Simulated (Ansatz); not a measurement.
Ba2Tl5V3O12:

```
CELL_PARAMETERS angstrom
6.54548 0.00000 0.00000
0.00000 6.54548 0.00000
0.00000 0.00000 13.57484
ATOMIC_POSITIONS crystal
Ba 0.50000 0.00000 0.56322
Ba 0.00000 0.50000 0.43678
V 0.00000 0.00000 0.50000
V 0.00000 0.00000 0.00000
V 0.50000 0.50000 0.50000
Tl 0.50000 0.00000 0.02980
Tl 0.00000 0.50000 0.68840
Tl 0.00000 0.50000 0.97020
Tl 0.50000 0.00000 0.31160
Tl 0.50000 0.50000 0.00000
O 0.81622 0.88853 0.42632
O 0.88853 0.18378 0.57368
O 0.11147 0.81622 0.57368
O 0.18378 0.11147 0.42632
O 0.82276 0.85849 0.93300
O 0.85849 0.17724 0.06700
O 0.14151 0.82276 0.06700
O 0.17724 0.14151 0.93300
O 0.68323 0.61113 0.57410
O 0.61113 0.31677 0.42590
O 0.38887 0.68323 0.42590
O 0.31677 0.38887 0.57410
```

The cell was built by a generator and needn't be a form met in nature.

- Program: Ansatz 0.2.0
- Task: relaxation of cell and atoms
- Functional: PBE
- Dispersion: D3(BJ)-ATM
- Potentials or basis: Ansatz PAW
- Cutoff: 420 eV (not typed: the program's choice for these potentials)
- k mesh: 3 × 3 × 2
- Occupations: fermi-dirac, width 0.05 eV
- Spin: collinear spin, ferromagnetic start
- Starting moments: [0.0, 0.0, 2.0, 2.0, 2.0, 0.0, 0.0, 0.0, 0.0, 0.0, 0.0, 0.0, 0.0, 0.0, 0.0, 0.0, 0.0, 0.0, 0.0, 0.0, 0.0, 0.0] μB

At the start: volume 26.44 Å³/atom.

**Question.** How do energy, volume and symmetry change on relaxing?

**Answer.** It ends after 21 steps and the volume is 21.33 Å³/atom (-19.3 %); space group P-4 (No. 81, to 0.05 Å); moment 0.00 μB per cell.

The path:
```
step  energy change (eV)  largest force (eV/Å)  volume (Å³)
   1              0.0000                0.0223       581.59
   2             -0.0821                0.3691       546.03
   3             -0.1398                0.2058       544.29
   4             -0.1959                0.1541       531.05
   5             -0.2298                0.1032       521.67
   6             -0.2880                0.1315       501.39
   7             -0.3349                0.1568       489.80
   8             -0.3927                0.0977       483.51
   9             -0.4055                0.0472       483.58
  10             -0.4172                0.0404       481.83
  11             -0.4234                0.0420       479.94
  12             -0.4200                0.0413       481.97
  13             -0.4193                0.0079       482.44
  14             -0.3642                0.0080       482.44
  15             -0.3883                0.0104       474.51
  16             -0.3912                0.0052       473.37
  17             -0.3943                0.0088       471.94
  18             -0.3773                0.0086       471.94
  19             -0.3835                0.0175       469.17
  20             -0.3834                0.0009       469.26
  21             -0.3786                0.0010       469.26
```

Final structure:
```
CELL_PARAMETERS angstrom
6.51701 0.00000 0.00000
0.00000 6.51701 0.00000
0.00000 0.00000 11.04882
ATOMIC_POSITIONS crystal
Ba 0.50000 0.00000 0.57520
Ba 0.00000 0.50000 0.42480
V 0.00000 0.00000 0.50000
V 0.00000 0.00000 0.00000
V 0.50000 0.50000 0.50000
Tl 0.50000 0.00000 0.95129
Tl 0.00000 0.50000 0.73042
Tl 0.00000 0.50000 0.04871
Tl 0.50000 0.00000 0.26958
Tl 0.50000 0.50000 0.00000
O 0.81795 0.88403 0.40971
O 0.88403 0.18205 0.59029
O 0.11597 0.81795 0.59029
O 0.18205 0.11597 0.40971
O 0.85780 0.82082 0.91919
O 0.82082 0.14220 0.08081
O 0.17918 0.85780 0.08081
O 0.14220 0.17918 0.91919
O 0.68122 0.61366 0.59182
O 0.61366 0.31878 0.40818
O 0.38634 0.68122 0.40818
O 0.31878 0.38634 0.59182
```

Caveat: the volume moved by over 15 % at a fixed basis, so the end points are rough; the plane-wave basis is chosen anew once the cell has moved, so the energies of steps on either side of that aren't comparable; the pressure holds a Pulay correction of +0.3 GPa for the finite cutoff; the starting moments weren't kept.
